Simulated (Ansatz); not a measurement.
# TaN (quintet): from Hartree-Fock to the top rungs, def2-TZVPP

An exercise on one series of results from a longer session: the logs are not shown, and one member is left open.

Method: def2-TZVPP, core rule «outside noble gas», up to 5 orbitals frozen; program: Ansatz 0.2.0, Gaussian basis.

The runs, in order: UHF; ROHF; CCSD(T) on UHF.

2 further runs of the same task are left out: 2 set aside as unsound or not needed.

**What is computed**

The geometry is a PBE0/def2-TZVP stationary point (not a proven minimum) of the parent state, kept for this charge and spin. No spin-orbit coupling is included. Elements past krypton take def2 core potentials.

2 atoms, charge 0, spin multiplicity 5.

Atoms are counted from 1 here; the program's logs count them from 0.

Bond lengths: Ta1–N2 1.681 Å.

Set-up of the first run:

in.yaml reads:

```yaml
crystal:
  periodic: [false, false, false]
  atoms:
    - {symbol: Ta, position_ang: [0.000000, 0.000000, 0.000000]}
    - {symbol: N, position_ang: [0.000000, 0.000000, 1.681000]}
basis:
  gaussian: {orbitals: def2-TZVPP}
magnetization: {spin_polarized: true, initial_magnetization: 4}
hamiltonian: {xc: hf}
output: {orbitals: {seedname: orbitals}}
```

Command:

```bash
$ ansatz run in.yaml --threads 1 --pin off --events-out ev --progress --plain --max-ram 4096MiB --backend cpu
```

Steps of the session up to this table: UHF; ROHF; CCSD(T) on UHF.

One of the session's tables, all rows but one given; the rest of the session is left out.

It belongs to the step «Misses and costs». 

| method | from UCCSD(T) (meV) |
| --- | --- |
| ROHF | +8351.9 |
| UHF | +8087.4 |
| UMP2 | ? |
| UCCSD | +489.3 |
| UCCSD(T) | 0 |

**Question.** Estimate the row for UMP2.

The run gave: from UCCSD(T) (meV): +650.8. In the column «from UCCSD(T) (meV)» it lies between UCCSD (+489.3) and UHF (+8087.4).
